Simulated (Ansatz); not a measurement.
**ZrHO+ (triplet): from Hartree-Fock to the top rungs, def2-TZVPP**

An exercise on one series of results from a longer session: the logs are not shown, and one member is left open.

Program: Ansatz 0.2.0, Gaussian basis. Level of theory: def2-TZVPP, core rule «outside noble gas», up to 5 orbitals frozen. These are calculated values, not measurements.

The runs, in order: UHF; ROHF; CCSD(T) on UHF.

2 further runs of the same task are left out: 2 set aside as unsound or not needed.

## The geometry

The geometry is a PBE0/def2-TZVP stationary point (not a proven minimum) of the parent state, kept for this charge and spin. No spin-orbit coupling is included. Elements past krypton take def2 core potentials.

3 atoms, charge 1, spin multiplicity 3.

Atoms are counted from 1 here; the program's logs count them from 0.

Bond lengths: Zr1–O2 1.861 Å, O2–H3 0.954 Å. Angles: Zr1–O2–H3 180.0°.

The first run:

in.yaml reads:

```yaml
crystal:
  periodic: [false, false, false]
  atoms:
    - {symbol: Zr, position_ang: [0.000000, 0.000000, 1.558570]}
    - {symbol: O, position_ang: [0.000000, 0.000000, -0.302235]}
    - {symbol: H, position_ang: [0.000000, 0.000000, -1.256335]}
basis:
  gaussian: {orbitals: def2-TZVPP}
total_charge: 1
magnetization: {spin_polarized: true, initial_magnetization: 2}
hamiltonian: {xc: hf}
output: {orbitals: {seedname: orbitals}}
```

Command:

```sh
$ ansatz run in.yaml --threads 1 --pin off --events-out ev --progress --plain --max-ram 2816MiB --backend cpu
```

Among the steps run: UHF; ROHF; CCSD(T) on UHF.

One table of the session follows, with a row left open; its other results are not shown here.

| method | from UCCSD(T) (kJ/mol) |
| --- | --- |
| ROHF | ? |
| UHF | +802.0 |
| UMP2 | +36.4 |
| UCCSD | +34.5 |
| UCCSD(T) | 0 |

Estimate the missing values for ROHF.

The run gave: from UCCSD(T) (kJ/mol): +812.3. In the column «from UCCSD(T) (kJ/mol)» it is the highest.
